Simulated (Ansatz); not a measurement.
# GaAs (F-43m): Pb in place of Ga

What happens around Pb in place of Ga in GaAs (F-43m)? The defect sits in a supercell of 32 host atoms, whose cell is held.

Program: Ansatz 0.2.0. Level of theory: DFT PBE, scalar-relativistic, plane waves, PAW. These are calculated values, not measurements.

1 further run of the same task is left out (set aside as unsound or not needed).

## 1. The structure to begin with

The cell holds 32 atoms (As16Ga15Pb): a = 9.952 Å, b = 9.952 Å, c = 9.952 Å, α = 109.47°, β = 109.47°, γ = 109.47°.

The coordinates of this cell stand in the input of its own run.

The host was relaxed before at PBE: a = 5.746 Å, b = 5.746 Å, c = 5.746 Å, α = 90.00°, β = 90.00°, γ = 90.00° (conventional cell), 23.714 Å³/atom.

Places, in fractions of the supercell: Pb in place of Ga at (0.250, 0.500, 0.250). The start keeps the symmetry of the ideal site.

Earlier runs gave the host's free energy in this supercell, -138237.745 eV.

## 2. Charge 0, atoms relaxed

File input.yaml:

```yaml
crystal:
  lattice:
    - [-5.7459815546, -5.7459815546, 5.7459815546]
    - [5.7459815546, 5.7459815546, 5.7459815546]
    - [-5.7459815546, 5.7459815546, -5.7459815546]
  atoms:
    - { symbol: Pb, position: [0.25, 0.5, 0.25] }
    - { symbol: Ga, position: [0.5, 0.5, 0.0] }
    - { symbol: Ga, position: [0.25, 0.75, 0.0] }
    - { symbol: Ga, position: [0.75, 0.5, 0.75] }
    - { symbol: Ga, position: [0.5, 0.75, 0.75] }
    - { symbol: Ga, position: [0.25, 0.0, 0.75] }
    - { symbol: Ga, position: [0.0, 0.5, 0.5] }
    - { symbol: Ga, position: [0.75, 0.75, 0.5] }
    - { symbol: Ga, position: [0.5, 0.0, 0.5] }
    - { symbol: Ga, position: [0.25, 0.25, 0.5] }
    - { symbol: Ga, position: [0.0, 0.75, 0.25] }
    - { symbol: Ga, position: [0.75, 0.0, 0.25] }
    - { symbol: Ga, position: [0.5, 0.25, 0.25] }
    - { symbol: Ga, position: [0.0, 0.0, 0.0] }
    - { symbol: Ga, position: [0.75, 0.25, 0.0] }
    - { symbol: Ga, position: [0.0, 0.25, 0.75] }
    - { symbol: As, position: [0.0, 0.25, 0.0] }
    - { symbol: As, position: [0.25, 0.25, 0.75] }
    - { symbol: As, position: [0.0, 0.5, 0.75] }
    - { symbol: As, position: [0.5, 0.25, 0.5] }
    - { symbol: As, position: [0.25, 0.5, 0.5] }
    - { symbol: As, position: [0.0, 0.75, 0.5] }
    - { symbol: As, position: [0.75, 0.25, 0.25] }
    - { symbol: As, position: [0.5, 0.5, 0.25] }
    - { symbol: As, position: [0.25, 0.75, 0.25] }
    - { symbol: As, position: [0.0, 0.0, 0.25] }
    - { symbol: As, position: [0.75, 0.5, 0.0] }
    - { symbol: As, position: [0.5, 0.75, 0.0] }
    - { symbol: As, position: [0.25, 0.0, 0.0] }
    - { symbol: As, position: [0.75, 0.75, 0.75] }
    - { symbol: As, position: [0.5, 0.0, 0.75] }
    - { symbol: As, position: [0.75, 0.0, 0.5] }
basis:
  ecutwfc: 420
  xc_grid: 2
kpoints:
  mp_grid: { grid: [3, 3, 3], shift: [0.0, 0.0, 0.0] }
hamiltonian:
  xc: pbe
scf:
  occupations: { method: gaussian, width: 0.05 }
output:
  forces: true
  stress: false
  eigenvalues: true
  write_density: true
  write_potential: true
  elf: true
  volumetric_format: npy
relax:
  adjacent_minimum: "off"
  f_tol: 0.03
  max_steps: 40
```

Launch:

```
$ ansatz run input.yaml --threads 8 --pin off --max-ram 16384MiB --backend cpu --events-out ev --progress --plain --runs-dir out
```

The program printed:

```text
Warning: RAYON_NUM_THREADS=8 ignored (pool sized by the plan → 8); use --threads N
Engine: ansatz 0.2.0, aarch64-unknown-linux-gnu
Pseudopotentials: kind: paw
Pseudopotential: Pb, paw, valence charge 14, recommended cutoff 420 eV (normal), Pb.paw.azcp
Pseudopotential: Ga, paw, valence charge 13, recommended cutoff 420 eV (normal), Ga.paw.azcp
Pseudopotential: As, paw, valence charge 15, recommended cutoff 420 eV (normal), As.paw.azcp
Functional definition: PBE
  parameter kappa = 0.804
  parameter beta = 0.06672455060314922
  exchange = pbe_x(kappa = kappa, mu = beta*pi^2/3)
  correlation = pbe_c(beta = beta)
Crystal: 32 atoms, lattice volume = 758.844 Å³
Basis set: ecut = 420 eV, 14771 PW (Γ), exchange–correlation on 144×144×144 points (8 copies of the dense FFT grid, shifted against one another)
Bands: 270, of which v1, the nominal top of the filled ones, is band 225 counted from 1 (224 counted from 0)
Symmetry: 24 space group operations
Space group: I-43m (ITA 217), of the structure as read, at distance tolerance 9.1e-5 Å
k-points: 4 of 27 (time reversal used)
Non-local potential: Pb, projectors of the file, l = 0: 2, l = 1: 2, l = 2: 2, l = 3: 2
Non-local potential: Ga, projectors of the file, l = 0: 2, l = 1: 2, l = 2: 3, l = 3: 1
Non-local potential: As, projectors of the file, l = 0: 2, l = 1: 2, l = 2: 3, l = 3: 1
PAW form: soft (Blöchl's): semilocal exchange-correlation on the pseudo side does not see the compensation charge
PAW one-centre angular grid: Pb, 590 points (default); XC on 64 Gauss nodes
PAW one-centre angular grid: Ga, 590 points (default); XC on 64 Gauss nodes
PAW one-centre angular grid: As, 590 points (default); XC on 64 Gauss nodes
Initial density: superposition of atomic densities (neutral atoms: chi_scale 0, normalization atom), corrected by the library's trained network
Initial wavefunctions: pseudopotential atomic-orbital guess
Functional: x = pbe(κ = 0.804, μ = 0.2195149727645171), c = pbe(β = 0.06672455060314922)
SCF iter   1: F=—  HF=-146358.188564 eV  |F-HF|=—  |Δ(HF+E_count)|=         —  Δρ=2.40e-3  dr2=7.05e-2  ethr=1.77e-3  ⟨swp⟩=6.0  Hψ=4259  notcnv=0  defer=17
preconditioner: auto → LDOS  [insulator: Δε(μ)=0.214 eV  Ē_g=14.378 eV  σ=0.050 eV  W_gap=0.75  n_scr=200 (ndim 8)  ℏωp=22.9 eV  f_vac=0.096  D(μ)=3.99/eV (n_scr^D=12)  ε∞_Penn≈3.5  β→1.0]
SCF iter   2: F=—  HF=-146358.178031 eV  |F-HF|=—  |Δ(HF+E_count)|=   1.05e-2  Δρ=1.31e-3  dr2=2.37e-2  ethr=1.57e-5  ⟨swp⟩=2.8  Hψ=1845  notcnv=0  defer=151
SCF iter   3: F=—  HF=-146358.171453 eV  |F-HF|=—  |Δ(HF+E_count)|=   6.58e-3  Δρ=4.83e-4  dr2=3.17e-3  ethr=5.27e-6  ⟨swp⟩=2.0  Hψ=1516  notcnv=0  defer=151
SCF iter   4: F=—  HF=-146358.170075 eV  |F-HF|=—  |Δ(HF+E_count)|=   1.38e-3  Δρ=1.35e-4  dr2=1.53e-4  ethr=7.05e-7  ⟨swp⟩=2.2  Hψ=1751  notcnv=0  defer=151
SCF iter   5: F=—  HF=-146358.170134 eV  |F-HF|=—  |Δ(HF+E_count)|=   5.87e-5  Δρ=4.97e-5  dr2=3.18e-5  ethr=3.41e-8  ⟨swp⟩=2.0  Hψ=1488  notcnv=0  defer=151
SCF iter   6: F=-146358.170148 eV  HF=-146358.170147 eV  |F-HF|=1.04e-6  |Δ(HF+E_count)|=   1.31e-5  Δρ=2.12e-5  dr2=5.62e-6  ethr=5.01e-9  ⟨swp⟩=17.8  Hψ=11372  notcnv=0
SCF 1 converged in 6 iterations: F = -146358.170148 eV  dr2 = 5.62e-6
relax step   1: F+E_penalty+E_count = -146358.17014802 eV  Δ(F+E_penalty+E_count) = +0.000e0 eV  max|allowed force component| = 1.491e0 eV/Å  Δτ_max = 0.0000 Å  (6 SCF iters, dr2 threshold 2.25e-5 eV, accepted)
Initial density: handed on by an earlier stage of this run
Initial wavefunctions: those handed on with the density
iter 1 solved again at ethr=3.23e-5 eV; its pass at ethr=3.10e-3 eV (dr2=1.45e-1 eV) is discarded
SCF iter   1: F=—  HF=-146359.293704 eV  |F-HF|=—  |Δ(HF+E_count)|=         —  Δρ=5.50e-3  dr2=1.45e-1  ethr=3.23e-5  ⟨swp⟩=1.5  Hψ=4225  notcnv=0  defer=76
preconditioner: auto → LDOS  [insulator: Δε(μ)=0.086 eV  Ē_g=14.347 eV  σ=0.050 eV  W_gap=0.71  n_scr=200 (ndim 8)  ℏωp=22.9 eV  f_vac=0.086  D(μ)=4.28/eV (n_scr^D=12)  ε∞_Penn≈3.6  β→1.0]
SCF iter   2: F=—  HF=-146359.287646 eV  |F-HF|=—  |Δ(HF+E_count)|=   6.06e-3  Δρ=1.57e-3  dr2=3.35e-2  ethr=3.22e-5  ⟨swp⟩=2.2  Hψ=1847  notcnv=0  defer=76
SCF iter   3: F=—  HF=-146359.285182 eV  |F-HF|=—  |Δ(HF+E_count)|=   2.46e-3  Δρ=8.57e-4  dr2=1.82e-2  ethr=7.47e-6  ⟨swp⟩=2.0  Hψ=1923  notcnv=0  defer=112
SCF iter   4: F=—  HF=-146359.280160 eV  |F-HF|=—  |Δ(HF+E_count)|=   5.02e-3  Δρ=3.22e-4  dr2=1.66e-3  ethr=4.06e-6  ⟨swp⟩=2.0  Hψ=1193  notcnv=0  defer=118
SCF iter   5: F=—  HF=-146359.279666 eV  |F-HF|=—  |Δ(HF+E_count)|=   4.94e-4  Δρ=1.46e-4  dr2=2.17e-4  ethr=3.69e-7  ⟨swp⟩=2.0  Hψ=1861  notcnv=0  defer=157
SCF iter   6: F=-146359.279558 eV  HF=-146359.279605 eV  |F-HF|=4.65e-5  |Δ(HF+E_count)|=   6.10e-5  Δρ=6.88e-5  dr2=3.57e-5  ethr=2.23e-8  ⟨swp⟩=14.8  Hψ=9903  notcnv=0
SCF 2 converged in 6 iterations: F = -146359.279558 eV  dr2 = 3.57e-5
relax step   2: F+E_penalty+E_count = -146359.27955839 eV  Δ(F+E_penalty+E_count) = -1.109e0 eV  max|allowed force component| = 2.089e-1 eV/Å  Δτ_max = 0.1949 Å  (6 SCF iters, dr2 threshold 1.00e-4 eV, accepted)
SCF iter   1: F=—  HF=-146359.344408 eV  |F-HF|=—  |Δ(HF+E_count)|=         —  Δρ=2.32e-3  dr2=2.19e-2  ethr=4.27e-5  ⟨swp⟩=5.2  Hψ=2542  notcnv=0  defer=159
preconditioner: auto → LDOS  [insulator: Δε(μ)=0.053 eV  Ē_g=14.348 eV  σ=0.050 eV  W_gap=0.54  n_scr=200 (ndim 8)  ℏωp=22.9 eV  f_vac=0.086  D(μ)=4.99/eV (n_scr^D=12)  ε∞_Penn≈3.6  β→1.0]
SCF iter   2: F=—  HF=-146359.344459 eV  |F-HF|=—  |Δ(HF+E_count)|=   5.04e-5  Δρ=7.85e-4  dr2=1.23e-2  ethr=4.88e-6  ⟨swp⟩=2.0  Hψ=1843  notcnv=0  defer=159
SCF iter   3: F=—  HF=-146359.341687 eV  |F-HF|=—  |Δ(HF+E_count)|=   2.77e-3  Δρ=3.11e-4  dr2=2.25e-3  ethr=2.74e-6  ⟨swp⟩=2.0  Hψ=1501  notcnv=0  defer=159
SCF iter   4: F=—  HF=-146359.340927 eV  |F-HF|=—  |Δ(HF+E_count)|=   7.60e-4  Δρ=8.22e-5  dr2=8.59e-5  ethr=5.01e-7  ⟨swp⟩=2.0  Hψ=1169  notcnv=0  defer=159
SCF iter   5: F=—  HF=-146359.340910 eV  |F-HF|=—  |Δ(HF+E_count)|=   1.77e-5  Δρ=2.77e-5  dr2=7.70e-6  ethr=1.91e-8  ⟨swp⟩=2.0  Hψ=1501  notcnv=0  defer=159
SCF iter   6: F=-146359.340907 eV  HF=-146359.340909 eV  |F-HF|=1.72e-6  |Δ(HF+E_count)|=   5.38e-7  Δρ=1.35e-5  dr2=1.05e-6  ethr=6.08e-10  ⟨swp⟩=15.5  Hψ=10460  notcnv=0
SCF 3 converged in 6 iterations: F = -146359.340907 eV  dr2 = 1.05e-6
relax step   3: F+E_penalty+E_count = -146359.34090741 eV  Δ(F+E_penalty+E_count) = -6.135e-2 eV  max|allowed force component| = 2.412e-2 eV/Å  Δτ_max = 0.0556 Å  (6 SCF iters, dr2 threshold 2.73e-6 eV, accepted)
iter 1 solved again at ethr=2.32e-10 eV; its pass at ethr=3.10e-3 eV (dr2=1.04e-6 eV) is discarded
SCF iter   1: F=—  HF=-146359.340913 eV  |F-HF|=—  |Δ(HF+E_count)|=         —  Δρ=1.35e-5  dr2=1.04e-6  ethr=2.32e-10  ⟨swp⟩=1.0  Hψ=2520  notcnv=0
preconditioner: auto → LDOS  [insulator: Δε(μ)=0.048 eV  Ē_g=14.341 eV  σ=0.050 eV  W_gap=0.50  n_scr=200 (ndim 8)  ℏωp=22.9 eV  f_vac=0.086  D(μ)=5.04/eV (n_scr^D=18)  ε∞_Penn≈3.6  β→1.0]
SCF iter   2: F=—  HF=-146359.340910 eV  |F-HF|=—  |Δ(HF+E_count)|=   3.24e-6  Δρ=1.72e-5  dr2=1.75e-6  ethr=2.32e-10  ⟨swp⟩=2.0  Hψ=1821  notcnv=0
SCF iter   3: F=—  HF=-146359.340909 eV  |F-HF|=—  |Δ(HF+E_count)|=   1.55e-6  Δρ=3.38e-6  dr2=1.12e-7  ethr=2.32e-10  ⟨swp⟩=2.0  Hψ=1821  notcnv=0
SCF iter   4: F=-146359.340909 eV  HF=-146359.340909 eV  |F-HF|=9.86e-8  |Δ(HF+E_count)|=   1.05e-8  Δρ=1.92e-6  dr2=4.97e-8  ethr=2.23e-11  ⟨swp⟩=8.5  Hψ=6763  notcnv=0
SCF 4 converged in 4 iterations: F = -146359.340909 eV  dr2 = 4.97e-8
relax step   4: F+E_penalty+E_count = -146359.34090853 eV  Δ(F+E_penalty+E_count) = -1.123e-6 eV  max|allowed force component| = 2.415e-2 eV/Å  Δτ_max = 0.0000 Å  (4 SCF iters, accepted)
SCF converged after 4 iterations
Free energy (F): -146359.340909 eV
Harris-Foulkes:  -146359.340909 eV  (|F-HF|=9.86e-8)
Internal energy: -146359.334610 eV  (E = F + TS)
E sigma→0 (E₀):  -146359.337759 eV
Entropy (-TS):   -0.006298 eV (-0.197 meV/atom)
Fermi energy:    8.667519 eV
--- Per-component energies (eV) ---
  E_band       = -5147.961409
  E_kinetic    = 3675.026144
  E_local      = -62834.833543  (includes V_loc(G=0)·N_el)
  E_nonlocal   = -4009.423574
  E_hartree    = 31542.014191
  E_xc         = -2522.193307
  E_vxc        = -2267.316353  (∫ρ·V_xc dr)
  E_paw        = -69604.238577  (= ΣΔE_a)
  E_vpaw       = -2795.437613  (= ΣTr[D̂ρ^β])
  E_aug_tail   = -0.001607  (compensation charges beyond the density's cutoff)
  E_ewald      = -42605.684338
  E_smearing   = -0.006298  (= −TS)
  E_closure    = -0.000000  (closes the sum)
  Σ components = -146359.340909   (vs F -146359.340909, Δ=0.00e0)
--- Forces (eV/Å), atoms counted from 1 ---
  atom   1  Pb    -0.00000000     0.00000000    -0.00000000
  atom   2  Ga    -0.02415129    -0.00844138     0.00844138
  atom   3  Ga     0.00844138     0.02415129     0.00844138
  atom   4  Ga    -0.00000000     0.00000000     0.00000000
  atom   5  Ga    -0.00844138     0.00844138    -0.02415129
  atom   6  Ga    -0.00000000     0.00000000    -0.00000000
  atom   7  Ga    -0.02415129     0.00844138    -0.00844138
  atom   8  Ga    -0.00844138    -0.02415129     0.00844138
  atom   9  Ga     0.02415129     0.00844138     0.00844138
  atom  10  Ga    -0.00844138     0.02415129    -0.00844138
  atom  11  Ga     0.00844138     0.00844138     0.02415129
  atom  12  Ga    -0.00000000     0.00000000     0.00000000
  atom  13  Ga    -0.00844138    -0.00844138     0.02415129
  atom  14  Ga     0.02415129    -0.00844138    -0.00844138
  atom  15  Ga     0.00844138    -0.02415129    -0.00844138
  atom  16  Ga     0.00844138    -0.00844138    -0.02415129
  atom  17  As    -0.00601389     0.00601389     0.00601389
  atom  18  As    -0.00304661    -0.02164985    -0.00304661
  atom  19  As     0.02164985     0.00304661    -0.00304661
  atom  20  As    -0.02164985     0.00304661     0.00304661
  atom  21  As     0.00601389    -0.00601389     0.00601389
  atom  22  As    -0.00304661     0.02164985     0.00304661
  atom  23  As    -0.00304661    -0.00304661    -0.02164985
  atom  24  As     0.00601389     0.00601389    -0.00601389
  atom  25  As    -0.00601389    -0.00601389    -0.00601389
  atom  26  As     0.00304661     0.00304661    -0.02164985
  atom  27  As     0.02164985    -0.00304661     0.00304661
  atom  28  As    -0.00304661     0.00304661     0.02164985
  atom  29  As     0.00304661    -0.02164985     0.00304661
  atom  30  As    -0.02164985    -0.00304661    -0.00304661
  atom  31  As     0.00304661     0.02164985    -0.00304661
  atom  32  As     0.00304661    -0.00304661     0.02164985
  max |Σ_I F_I| component: 1.16e-16 eV/Å
--- Band table (eV) ---
  k-point 0: bands = ["-27.3051", "-27.3050", "-27.3050", "-27.3050", "-27.3050", "-27.3050", "-27.3045", "-27.3045", "-27.3045", "-27.3044", "-27.3044", "-27.3044", "-27.3043", "-27.3041", "-27.3041", "-27.3041", "-27.3036", "-27.3035", "-27.3035", "-27.3035", "-27.3035", "-27.3035", "-27.3033", "-27.3033", "-27.3033", "-27.3030", "-27.3030", "-27.3030", "-27.3018", "-27.3016", "-27.3016", "-27.3013", "-27.3013", "-27.3013", "-27.3011", "-27.3011", "-27.3011", "-27.3009", "-27.3009", "-27.3009", "-27.2947", "-27.2947", "-27.2947", "-27.2944", "-27.2944", "-27.2944", "-27.2944", "-27.2944", "-27.2944", "-27.2944", "-27.2944", "-27.2944", "-27.2943", "-27.2943", "-27.2943", "-27.2943", "-27.2943", "-27.2943", "-27.2940", "-27.2940", "-27.2940", "-27.2938", "-27.2938", "-27.2938", "-27.2917", "-27.2917", "-27.2916", "-27.2916", "-27.2916", "-27.2915", "-27.2915", "-27.2915", "-27.2711", "-27.2711", "-27.2711", "-27.2711", "-27.2711", "-27.2711", "-27.2711", "-27.2711", "-8.8192", "-8.8192", "-8.8192", "-8.7381", "-8.7381", "-7.0090", "-7.0090", "-7.0090", "-7.0015", "-6.9895", "-6.9895", "-6.9812", "-6.9812", "-6.9812", "-6.9776", "-6.9776", "-6.9776", "-6.9683", "-6.9683", "-6.9683", "-6.9166", "-6.9166", "-6.9166", "-6.9101", "-6.9101", "-6.9072", "-6.9072", "-6.9072", "-6.9042", "-6.9042", "-6.9042", "-6.9018", "-6.9018", "-6.9018", "-6.9003", "-6.9002", "-6.8982", "-6.8982", "-6.8812", "-6.8812", "-6.8812", "-6.8743", "-6.8711", "-6.8711", "-6.8627", "-6.8627", "-6.8627", "-6.8604", "-6.8604", "-6.8604", "-6.8584", "-6.8584", "-6.8584", "-6.8582", "-6.8582", "-6.8582", "-6.8569", "-6.8569", "-6.8569", "-6.8542", "-6.8542", "-6.8542", "-6.8477", "-6.8469", "-6.8469", "-6.8376", "-6.8376", "-6.8376", "-6.8373", "-6.8373", "-6.8373", "-6.8308", "-6.8308", "-6.8308", "-6.7857", "-6.7852", "-6.7852", "-6.7760", "-6.7760", "-6.7760", "-4.7060", "-3.1981", "-3.1980", "-3.1980", "-3.1980", "-3.1621", "-3.1621", "-3.1384", "-3.1384", "-3.1384", "-3.1012", "-3.1012", "-3.1012", "-2.3334", "-2.3334", "-2.3334", "0.2126", "1.1238", "1.1238", "1.5814", "2.1702", "2.1702", "2.1702", "2.2287", "2.2287", "2.2287", "2.2585", "2.2585", "2.3679", "2.3679", "2.3679", "4.5084", "4.5084", "4.5084", "4.5212", "4.5482", "4.5482", "4.5614", "4.5614", "4.5614", "4.6903", "4.6903", "4.6903", "5.2130", "5.2130", "5.2130", "5.2446", "5.2446", "5.2446", "6.5030", "6.5030", "6.5030", "6.5498", "6.6434", "6.6434", "6.6434", "6.6636", "6.6636", "6.6636", "6.6972", "6.6972", "7.7646", "7.7646", "7.7646", "7.8177", "8.6951", "9.2689", "9.2689", "9.2689", "9.5392", "9.5392", "9.9813", "10.2660", "10.2660", "10.2660", "10.3734", "10.3734", "10.3734", "10.4687", "10.4687", "10.4687", "10.5578", "10.5578", "11.4323", "11.4323", "11.4323", "12.6973", "12.6973", "12.6973", "13.0547", "13.0547", "13.0713", "13.2006", "13.2006", "13.2006", "13.2434", "13.2434", "13.2434", "13.2699", "13.2699", "13.2699", "13.3428", "13.3428", "13.3900", "13.3900", "13.3900", "13.3915", "13.4011", "13.4243", "13.4243"]
```

[end of part 1 of 2]
